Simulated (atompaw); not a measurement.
# Promethium: generating and testing a PAW (atompaw) potential

Aim: build the potential from the settings below, then test how well it stands in for the atom: scattering, ghost states and the plane-wave cutoff that it needs.

Program: atompaw 4.2.0.5. Reference atom: PBE, scalar-relativistic, spherical and spin-unpolarised. All values are calculated.

## 1. Settings

Typed settings, in words:

| Item | Value |
| --- | --- |
| element | promethium (Pm, Z = 61) |
| type | PAW |
| frozen core | [Kr] 4d10 5s2 |
| valence charge | 13 |
| reference configuration | 4f5 5p6 5d0 6s2 6p0 |
| partial waves | 6s (bound): rc 3.00 bohr; 6s channel at 0.05 Ry: rc 3.00 bohr; 5p (bound): rc 1.90 bohr; 6p (bound, empty): rc 3.00 bohr; 5d (bound, empty): rc 3.00 bohr; 5d channel at 3.45 Ry: rc 3.00 bohr; 4f (bound): rc 1.10 bohr; 4f channel at 1.7 Ry: rc 1.10 bohr |
| local potential | troulliermartins scheme with l = 4 at -0.5 Ry, radius 2.50 bohr |
| core correction | smooth core density matched at 2.15 bohr |
| augmentation charge | sinc compensation charge, radius 2.55 bohr; PAW radius 3.00 bohr; waves and projectors: custom polynom vanderbiltortho |

An earlier all-electron run gives the scale for the radii.

All-electron outer shells of the reference configuration (PBE, scalar-relativistic, ld1.x):

```
shell  level (eV)  outermost node (bohr)  outermost maximum (bohr)
   4d     -122.76                   0.29                      0.60
   5s      -41.87                   0.70                      1.29
   5p      -22.67                   0.75                      1.46
   6s       -3.54                   1.74                      3.72
   4f       -2.15                      –                      0.64
   5d       -1.80                   0.86                      2.20
   6p       -1.22                   2.10                      5.02
```

## 2. The generation run

The input, Pm.input:

```
Pm 61
GGA-PBE scalarrelativistic loggrid 2001 logderivrange -4 5 226
6 6 5 4 0 0
6 1 0
5 2 0
4 3 5
0 0 0
c
c
c
c
c
v
c
c
c
v
v
c
c
v
v
3
3.00 2.55 2.50 2.15
y
0.05
n
n
y
3.45
n
y
1.7
n
custom polynom vanderbiltortho sinc
4 -0.5 troulliermartins
3.00
3.00
1.90
3.00
3.00
3.00
1.10
1.10
PWSCFOUT
UPFDX 0.0125d0 UPFXMIN -7.d0 UPFZMESH 61.d0
END
```

Started as:

```console
$ atompaw < Pm.input > Pm.log
```

Q: Predict the outcome of this session. Wanted: cutoffs for 10 and 1 mRy, occupied levels; bound ghosts; largest phase difference near zero energy, channels read; lowest eigenvalue of the overlap; share of valence orbitals outside the PAW sphere; UPF file.

As calculated:

| quantity | value |
| --- | --- |
| cutoffs for 10 and 1 mRy, occupied levels | 160 Ry and 260 Ry |
| bound ghosts | s at -44.85 eV |
| largest phase difference near zero energy, channels read | 0.027 rad |
| lowest eigenvalue of the overlap (Bessel basis) | 0.486 (s) |
| share of valence orbitals outside the PAW sphere | 6s 83 %, 5p 3 %, 6p 95 %, 5d 49 %, 4f 2 % |
| UPF file | written |

**Reading.** It has a bound ghost (s), a state that the atom doesn't have, and that rules the file out. The potential is very hard: the looser tolerance needs 160 Ry. The slowest occupied level is 4f: taken alone it needs 160 Ry to come within 1 mRy, against 15 Ry for 5p. Near zero energy the phases of the channels with partial waves agree within 0.027 rad.
